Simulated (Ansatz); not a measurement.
# WSi2 (Si2W-type): a single-point run

Aim: a sound single-point run of WSi2 (Si2W-type). The structure is shown as the input types it.

Program: Ansatz 0.2.0. Level of theory: DFT PBE, spin-orbit coupling, plane waves, PAW. These are calculated values, not measurements.

### Step 1. The starting structure

It takes space group I4/mmm (No. 139, tetragonal). The conventional cell has a = 3.229 Å, b = 3.229 Å, c = 7.865 Å, α = 90.00°, β = 90.00°, γ = 90.00°. Si (site symmetry 4mm) has 5 Si at 2.60 to 2.64 Å and 5 W at 2.63 Å in its first shell of neighbours. Around W (site symmetry 4/mmm) lie 10 Si at 2.63 Å.

Structure file:

```cif
data_structure
_symmetry_space_group_name_H-M 'I4/mmm'
_symmetry_Int_Tables_number 139
_cell_length_a 3.2290
_cell_length_b 3.2290
_cell_length_c 7.8653
_cell_angle_alpha 90.000
_cell_angle_beta 90.000
_cell_angle_gamma 90.000
_cell_volume 82.01
loop_
_atom_site_label
_atom_site_type_symbol
_atom_site_symmetry_multiplicity
_atom_site_Wyckoff_symbol
_atom_site_fract_x
_atom_site_fract_y
_atom_site_fract_z
_atom_site_occupancy
Si1 Si 4 e 0.00000 0.00000 0.33449 1
W1 W 2 a 0.00000 0.00000 0.00000 1
```

### Step 2. The run

input.yaml reads:

```yaml
crystal:
  lattice:
    - [-1.6144971573, 1.6144971573, 3.9326574489]
    - [1.6144971573, -1.6144971573, 3.9326574489]
    - [1.6144971573, 1.6144971573, -3.9326574489]
  atoms:
    - { symbol: Si, position: [0.3344905554, 0.3344905554, 0.0] }
    - { symbol: Si, position: [0.6655094446, 0.6655094446, 0.0] }
    - { symbol: W, position: [0.0, 0.0, 0.0] }
basis:
  ecutwfc: 420
  ecutrho_ratio: 4
kpoints:
  mp_grid: { grid: [14, 14, 14] }
hamiltonian:
  xc: pbe
scf:
  occupations: { method: fixed }
  max_iter: 50
output:
  forces: true
  stress: true
magnetization:
  noncollinear: true
  spin_orbit: true
```

Command:

```console
$ ansatz run input.yaml --threads 4 --pin off --max-ram 7168MiB --backend cpu --events-out ev --progress --plain --runs-dir out
```

The program printed:

```text
Warning: RAYON_NUM_THREADS=4 ignored (pool sized by the plan → 4); use --threads N
Engine: ansatz 0.2.0, aarch64-unknown-linux-gnu
Pseudopotentials: kind: paw_fr
Pseudopotential: Si, paw_fr, valence charge 4, recommended cutoff 420 eV (normal), Si.paw.azcp#standard-fr
Pseudopotential: W, paw_fr, valence charge 14, recommended cutoff 420 eV (normal), W.paw.azcp#standard-fr
Functional definition: PBE
  parameter kappa = 0.804
  parameter beta = 0.06672455060314922
  exchange = pbe_x(kappa = kappa, mu = beta*pi^2/3)
  correlation = pbe_c(beta = beta)
non-collinear run that drives no moment, with spin-orbit: no starting moment large enough to seed its density (crystal.atoms[].spin), no starting occupations that ask for one, no magnetisation constraint and no magnetic field, so the semilocal B_xc is pinned to zero
Crystal: 3 atoms, lattice volume = 41.003 Å³
Basis set: ecut = 420 eV, 793 PW (Γ), exchange–correlation on 64×64×64 points (8 copies of the dense FFT grid, shifted against one another)
Bands: 30, of which v1, the nominal top of the filled ones, is band 22 counted from 1 (21 counted from 0)
Symmetry: 16 space group operations + 16 with time reversal
Magnetic group: BNS 139.532 (UNI 1192), of the structure as read, at distance tolerance 3.4e-5 Å
k-points: 244 of 2744
Projection manifold: j_resolved (fully-relativistic pseudo-atomic orbitals)
Non-local potential: Si, projectors of the file, l = 0: 2, l = 1: 4, l = 2: 4
Non-local potential: W, projectors of the file, l = 0: 3, l = 1: 4, l = 2: 4, l = 3: 2
PAW form: soft (Blöchl's): semilocal exchange-correlation on the pseudo side does not see the compensation charge
PAW one-centre angular grid: Si, 110 points (default); XC on 64 Gauss nodes
PAW one-centre angular grid: W, 590 points (default); XC on 64 Gauss nodes
Initial density: superposition of atomic densities (chi_scale 0.1, normalization cell, long waves kept (reshape's long-wave potential 0.00 eV rms))
Initial wavefunctions: pseudopotential atomic-orbital guess
Functional: x = pbe(κ = 0.804, μ = 0.2195149727645171), c = pbe(β = 0.06672455060314922)
SCF iter   1: F=—  HF=-11682.310508 eV  |F-HF|=—  |Δ(HF+E_count)|=         —  Δρ=4.89e-2  dr2=9.97e-1  dr2_m=0.00e0 (ungated)  ethr=3.10e-3  |M|=0.00e0 ∫|m|=0.00e0 μB  |m|>n=0.0e0 m-floor=0.0e0 τ_xc=0.0e0  β_m=0.30  ⟨swp⟩=4.4  Hψ=17020  notcnv=0  defer=874
preconditioner: auto → none  [insulator: Δε(μ)=0.003 eV  Ē_g=8.150 eV  n_scr=10 (ndim 8)  ℏωp=21.7 eV  f_vac=0.000  ε∞_Penn≈8.1]
SCF iter   2: F=—  HF=-11682.094580 eV  |F-HF|=—  |Δ(HF+E_count)|=   2.16e-1  Δρ=2.73e-2  dr2=2.27e-1  dr2_m=0.00e0 (ungated)  ethr=3.10e-3  |M|=0.00e0 ∫|m|=0.00e0 μB  |m|>n=0.0e0 m-floor=0.0e0 τ_xc=0.0e0  β_m=0.34  ⟨swp⟩=2.9  Hψ=7127  notcnv=0  defer=804
SCF iter   3: F=—  HF=-11682.057118 eV  |F-HF|=—  |Δ(HF+E_count)|=   3.75e-2  Δρ=1.71e-2  dr2=7.37e-2  dr2_m=0.00e0 (ungated)  ethr=1.03e-3  |M|=0.00e0 ∫|m|=0.00e0 μB  |m|>n=0.0e0 m-floor=0.0e0 τ_xc=0.0e0  β_m=0.54  ⟨swp⟩=1.9  Hψ=3768  notcnv=0  defer=894
SCF iter   4: F=—  HF=-11682.044067 eV  |F-HF|=—  |Δ(HF+E_count)|=   1.31e-2  Δρ=2.22e-3  dr2=9.92e-4  dr2_m=0.00e0 (ungated)  ethr=3.35e-4  |M|=0.00e0 ∫|m|=0.00e0 μB  |m|>n=0.0e0 m-floor=0.0e0 τ_xc=0.0e0  β_m=0.60  ⟨swp⟩=2.9  Hψ=6151  notcnv=0  defer=966
SCF iter   5: F=—  HF=-11682.044108 eV  |F-HF|=—  |Δ(HF+E_count)|=   4.14e-5  Δρ=3.94e-4  dr2=3.48e-5  dr2_m=0.00e0 (ungated)  ethr=4.51e-6  |M|=0.00e0 ∫|m|=0.00e0 μB  |m|>n=0.0e0 m-floor=0.0e0 τ_xc=0.0e0  β_m=0.63  ⟨swp⟩=2.9  Hψ=6418  notcnv=0  defer=976
SCF iter   6: F=—  HF=-11682.044080 eV  |F-HF|=—  |Δ(HF+E_count)|=   2.87e-5  Δρ=5.85e-5  dr2=4.29e-7  dr2_m=0.00e0 (ungated)  ethr=1.58e-7  |M|=0.00e0 ∫|m|=0.00e0 μB  |m|>n=0.0e0 m-floor=0.0e0 τ_xc=0.0e0  β_m=0.75  ⟨swp⟩=2.6  Hψ=6199  notcnv=0  defer=714
SCF iter   7: F=-11682.044080 eV  HF=-11682.044080 eV  |F-HF|=1.32e-8  |Δ(HF+E_count)|=   7.72e-8  Δρ=7.95e-6  dr2=2.16e-8  dr2_m=0.00e0 (ungated)  ethr=4.55e-10  |M|=0.00e0 ∫|m|=0.00e0 μB  |m|>n=0.0e0 m-floor=0.0e0 τ_xc=0.0e0  ⟨swp⟩=4.1  Hψ=11697  notcnv=0
SCF 1 converged in 7 iterations: F = -11682.044080 eV  dr2 = 2.16e-8
SCF converged after 7 iterations
Magnetization: |M| = 0.0000 μB,  M = (+0.0000, +0.0000, +0.0000) μB
Absolute magnetization: 0.0000 μB (∫|m|)
  site 0: m = (+0.0000, +0.0000, +0.0000) μB, |m| = 0.0000 μB  (R = 1.07 Å)
  site 1: m = (+0.0000, +0.0000, +0.0000) μB, |m| = 0.0000 μB  (R = 1.07 Å)
  site 2: m = (+0.0000, +0.0000, +0.0000) μB, |m| = 0.0000 μB  (R = 1.08 Å)
Free energy (F): -11682.044080 eV
Harris-Foulkes:  -11682.044080 eV  (|F-HF|=1.32e-8)
Internal energy: -11682.044080 eV  (E = F + TS)
E sigma→0 (E₀):  -11682.044080 eV
Fermi energy:    17.217512 eV
--- Per-component energies (eV) ---
  E_band       = -88.280624
  E_kinetic    = 540.192484
  E_local      = -955.117068  (includes V_loc(G=0)·N_el)
  E_nonlocal   = 45.690857
  E_hartree    = 374.086672
  E_xc         = -381.274791
  E_vxc        = -338.028447  (∫ρ·V_xc dr)
  E_paw        = -9608.905819  (= ΣΔE_a)
  E_vpaw       = -129.187258  (= ΣTr[D̂ρ^β])
  E_aug_tail   = -0.000071  (compensation charges beyond the density's cutoff)
  E_ewald      = -1696.716344
  E_smearing   = -0.000000  (= −TS)
  E_closure    = -0.000000  (closes the sum)
  Σ components = -11682.044080   (vs F -11682.044080, Δ=0.00e0)
--- Forces (eV/Å), atoms counted from 1 ---
  atom   1  Si    -0.00000000    -0.00000000     0.09106972
  atom   2  Si     0.00000000     0.00000000    -0.09106972
  atom   3  W      0.00000000    -0.00000000     0.00000000
  max |Σ_I F_I| component: 4.51e-17 eV/Å
--- Stress (GPa, compression-positive) ---
        0.427810       0.000000       0.000000
        0.000000       0.427810      -0.000000
        0.000000       0.000000      -0.552228
  P = ⅓ Tr σ = 0.1011 GPa (1.011 kbar)
--- Band table (eV; the first three rows and the last of 244) ---
  k-point 0: bands = ["-57.1500", "-57.1500", "-28.6180", "-28.6180", "-18.9034", "-18.9034", "-18.8525", "-18.8525", "2.5249", "2.5249", "9.7318", "9.7318", "12.7071", "12.7071", "13.2169", "13.2169", "13.6056", "13.6056", "13.7693", "13.7693", "17.1400", "17.1400", "18.8680", "18.8680", "19.4547", "19.4547", "19.5206", "19.5206", "19.7436", "19.7436"]
  k-point 1: bands = ["-57.1493", "-57.1493", "-28.6209", "-28.6209", "-18.9057", "-18.9057", "-18.8648", "-18.8648", "2.6880", "2.6880", "9.8788", "9.8788", "12.2305", "12.2305", "13.1939", "13.1939", "13.3330", "13.3330", "14.1825", "14.1825", "16.3300", "16.3300", "18.8230", "18.8230", "19.5915", "19.5915", "19.7714", "19.7714", "19.9396", "19.9396"]
  k-point 2: bands = ["-57.1473", "-57.1473", "-28.6290", "-28.6290", "-18.9124", "-18.9124", "-18.8985", "-18.8985", "3.1652", "3.1652", "10.2722", "10.2722", "11.6110", "11.6110", "12.3876", "12.3876", "13.3649", "13.3649", "14.6790", "14.6790", "14.8564", "14.8564", "18.7661", "18.7661", "19.9262", "19.9262", "19.9555", "19.9555", "20.5525", "20.5525"]
  k-point 243: bands = ["-57.1498", "-57.1498", "-28.6200", "-28.6200", "-18.9208", "-18.9208", "-18.8543", "-18.8543", "4.7460", "4.7460", "5.5717", "5.5717", "12.7278", "12.7278", "13.9130", "13.9130", "15.4832", "15.4832", "15.7598", "15.7598", "15.9058", "15.9058", "16.1152", "16.1152", "17.3417", "17.3417", "20.9299", "20.9299", "21.2230", "21.2230"]
```

Run time: 16 s. Hardware: 4 threads of Arm Neoverse V2, shared host; peak memory 0.82 GiB.

### Step 3. Checking the result

The program finished normally, with warnings (band overlap at count, metallic iterate). Convergence says nothing about whether the input makes sense.

The suspect setting: scf.occupations.method is fixed; scf.occupations.width is missing. What could go wrong: fixed occupations where they can't hold. It still converged here, which does not make the setting sound.

Run again and compare: set scf.occupations.method to gaussian and scf.occupations.width to 0.05.

### Step 4. Second run, to compare

Other changes include scf.max_iter, kpoints.band_path, scf.n_extra_bands, output requests, the start file.

input.yaml: that of step 2 with these lines changed.

```diff
@@ -14,2 +14,9 @@
   mp_grid: { grid: [14, 14, 14] }
+  band_path:
+    path:
+      - [[0.0, 0.0, 0.0], [0.0, 0.0, 0.5], [0.25, 0.25, 0.25], [0.0, 0.5, 0.0], [0.0, 0.0, 0.0], [0.5, 0.5, -0.5], [0.29213494, 0.70786506, -0.29213494]]
+      - [[-0.29213494, 0.29213494, 0.29213494], [0.0, 0.0, 0.0]]
+      - [[0.0, 0.0, 0.5], [-0.08426987, 0.08426987, 0.5]]
+      - [[0.5, 0.5, -0.08426987], [0.5, 0.5, -0.5]]
+    npoints: 10
 hamiltonian:
@@ -17,4 +24,4 @@
 scf:
-  occupations: { method: fixed }
-  max_iter: 50
+  occupations: { method: gaussian, width: 0.05 }
+  n_extra_bands: 24
 output:
@@ -22,2 +29,10 @@
   stress: true
+  eigenvalues: true
+  populations: true
+  dos: { projected: true, de: 0.02, nscf_kmesh: { grid: [21, 21, 21] } }
+  bader: false
+  write_density: true
+  write_potential: true
+  elf: true
+  volumetric_format: npy
 magnetization:
@@ -25 +40,7 @@
   spin_orbit: true
+checkpoint:
+  read: start.run
+  write: ck
+  compress: false
+  write_wavefunctions: false
+  write_every: 100000
```

Command:

```console
$ ansatz run input.yaml --threads 4 --pin off --max-ram 7168MiB --backend cpu --events-out ev --progress --plain --runs-dir out
```

The main lines of its log:

```text
[...]
Basis set: ecut = 420 eV, 793 PW (Γ), exchange–correlation on 64×64×64 points (8 copies of the dense FFT grid, shifted against one another)
[...]
Magnetic group: BNS 139.532 (UNI 1192), of the structure as read, at distance tolerance 3.4e-5 Å
k-points: 244 of 2744
[...]
SCF iter   1: F=—  HF=-11682.063214 eV  |F-HF|=—  |Δ(HF+E_count)|=         —  Δρ=5.61e-7  dr2=7.41e-11  dr2_m=0.00e0 (ungated)  ethr=7.92e-7  |M|=0.00e0 ∫|m|=0.00e0 μB  |m|>n=0.0e0 m-floor=0.0e0 τ_xc=0.0e0  β_m=0.30  ⟨swp⟩=4.1  Hψ=45087  notcnv=0  defer=2
[...]
preconditioner: auto → Kerker (q_TF=auto, 2.459 Å⁻¹)  [metal: Δε(μ)=0.035 eV  Ē_g=12.787 eV  σ=0.050 eV  W_gap=0.35  n_scr=10 (ndim 8)  ℏωp=21.7 eV  f_vac=0.000  D(μ)=0.16/eV (n_scr^D=0)]
[...]
SCF iter   2: F=—  HF=-11682.063179 eV  |F-HF|=—  |Δ(HF+E_count)|=   3.52e-5  Δρ=2.64e-7  dr2=2.39e-11  dr2_m=0.00e0 (ungated)  ethr=1.00e-12  |M|=0.00e0 ∫|m|=0.00e0 μB  |m|>n=0.0e0 m-floor=0.0e0 τ_xc=0.0e0  β_m=0.26  ⟨swp⟩=11.2  Hψ=32894  notcnv=0
SCF iter   3: F=-11682.063179 eV  HF=-11682.063179 eV  |F-HF|=1.82e-12  |Δ(HF+E_count)|=  5.46e-12  Δρ=2.22e-7  dr2=1.74e-11  dr2_m=0.00e0 (ungated)  ethr=1.00e-12  |M|=0.00e0 ∫|m|=0.00e0 μB  |m|>n=0.0e0 m-floor=0.0e0 τ_xc=0.0e0  ⟨swp⟩=3.0  Hψ=15484  notcnv=0
[...]
SCF converged after 3 iterations
Magnetization: |M| = 0.0000 μB,  M = (+0.0000, +0.0000, +0.0000) μB
[...]
Free energy (F): -11682.063179 eV
[...]
E sigma→0 (E₀):  -11682.063076 eV
[...]
Fermi energy:    16.521840 eV
[...]
  P = ⅓ Tr σ = -0.0066 GPa (-0.066 kbar)
[...]
```

Run time: 97 s. Hardware: 4 threads of Arm Neoverse V2, shared host; peak memory 1.6 GiB.

The maps below are laid out on this run's own conventional cell (a, b, c = 3.229, 3.229, 7.865 Å).

Density in a lattice plane of the grid's cell (edges 3.23 and 7.87 Å, at 0.000 of the third edge), which holds Si and W.

Ten even steps from ' ' (0.06 e/Å³) to '@' (5.30 e/Å³):
```
@@%%==          ==%%
--::..          ..::
                    
                    
                    
                    
                    
                    
                    
                    
                    
                    
                    
                    
                    
                    
                    
--::..          ..::
@@%%==          ==%%
**@@++..      ..++@@
```
Columns run along the first of these edges and rows up along the second, over one cell in 10 and 20 even steps from the bottom left corner. Atoms in the plane (fractional): Si at (0.00, 0.33), Si at (0.00, 0.67), W at (0.00, 0.00).

ELF in the same plane.

Ten even steps from '0' (0.00) to '9' (0.74):
```
7972353279
6533454335
3344434443
9975212579
9985212589
4355313553
5367535763
2588656885
6777656777
5566545665
6777656777
2588656885
5367535763
4355313553
9985212589
9975212579
3344434443
6533454335
7972353279
0583242385
```
Columns run along the first of these edges and rows up along the second, over one cell in 10 and 20 even steps from the bottom left corner. Atoms in the plane (fractional): Si at (0.00, 0.33), Si at (0.00, 0.67), W at (0.00, 0.00).

Both are smooth fields of the valence electrons: close to the nuclei they are not physical.

The highest ELF values outside the cores: 0.79 on the Si–W line, 0.9 Å from Si.

| run | ending | energy change | pressure (GPa) | gap (eV) | force (eV/Å) | cycles | time |
| --- | --- | --- | --- | --- | --- | --- | --- |
| first try | converged | +6.3 meV/atom (σ→0) | 0.1 | 0.00 | 0.09 | 7 | 16 s |
| second try | converged | 0 | 0.0 | 0.00 | 0.01 | - | 97 s |

### Step 5. Results

| quantity | value |
| --- | --- |
| first try | converged, 7 SCF cycles |
| fault in the input | fixed occupations where they can't hold |
| second try | converged, 3 SCF cycles |
| energy (zero set by the potentials) | -11682.0632 eV |
| pressure | -0.01 GPa |
| gap on the mesh | none (metal on this mesh) |
| largest force | 0.009 eV/Å |

**Reading.** Both runs converge, but the first lies +6.3 meV/atom from the second; in the second, the largest force goes from 0.09 to 0.01 eV/Å. Only the second answers the question as it was meant. The largest force in the second run is 0.009 eV/Å, so the atoms are close to their relaxed places.
